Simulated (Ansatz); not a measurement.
**CHGaP (sextet): from Hartree-Fock to the top rungs, cc-pVTZ**

One table from this session's results is given with a row withheld; the runs are named, their logs left out.

Program: Ansatz 0.2.0, Gaussian basis. Level of theory: cc-pVTZ, core rule «outside noble gas», up to 20 orbitals frozen. These are calculated values, not measurements.

Plan: UHF; CCSD(T) on ROHF; CCSD(T) on UHF; BCCD(T) on ROHF; CCSDT(Q) on ROHF.

6 further runs of the same task are left out: 1 that didn't finish, 5 set aside as unsound or not needed. Runs told in other sessions of the task aren't counted.

**The system**

The geometry is a PBE0/def2-TZVP stationary point (not a proven minimum) of the parent state, kept for this charge and spin. No spin-orbit coupling is included. The filled d shell of Ga may be among the frozen orbitals whatever the setting's name suggests.

4 atoms, charge 0, spin multiplicity 6.

Atoms are counted from 1 here; the program's logs count them from 0.

Bond lengths: C1–P2 1.776 Å, C1–Ga3 1.986 Å, C1–H4 1.090 Å, P2–Ga3 2.355 Å. Angles: P2–C1–Ga3 77.3°, P2–C1–H4 132.5°, Ga3–C1–H4 119.0°, C1–P2–Ga3 55.3°, C1–Ga3–P2 47.4°.

Set-up of the first run:

in.yaml reads:

```yaml
crystal:
  periodic: [false, false, false]
  atoms:
    - {symbol: C, position_ang: [-0.128658, 1.202292, 0.703925]}
    - {symbol: P, position_ang: [0.017018, -0.364809, 1.527579]}
    - {symbol: Ga, position_ang: [0.007389, -0.075306, -0.810008]}
    - {symbol: H, position_ang: [0.499012, 2.093070, 0.701104]}
basis:
  gaussian: {orbitals: cc-pVTZ}
magnetization: {spin_polarized: true, initial_magnetization: 5}
hamiltonian: {xc: hf}
output: {orbitals: {seedname: orbitals}}
```

On the command line:

```sh
> ansatz run in.yaml --threads 1 --pin off --events-out ev --progress --plain --max-ram 4096MiB --backend cpu
```

Steps of the session up to this table: UHF; CCSD(T) on ROHF; CCSD(T) on UHF; BCCD(T) on ROHF; CCSDT(Q) on ROHF.

One of the session's tables, all rows but one given; the rest of the session is left out.

It belongs to the step «Misses and costs». 

```
   method  from RCCSDT(Q) (meV)
     ROHF               +9140.6
      UHF               +8789.0
     RMP2                     ?
     UMP2               +1403.8
    RCCSD                +505.1
    UCCSD                +468.2
 RCCSD(T)                 +65.1
 UCCSD(T)                 +45.0
  BCCD(T)                 +64.7
   RCCSDT                 +28.4
RCCSDT(Q)                     0
```

Estimate the missing values for RMP2.

**Answer.** from RCCSDT(Q) (meV): +1292.2. In the column «from RCCSDT(Q) (meV)» it lies between RCCSD (+505.1) and UMP2 (+1403.8).

Limits of these values: Restricted and unrestricted rows rest on different reference determinants; a gap between their highest levels can come from leftover correlation error, from unlike frozen cores or from another state.
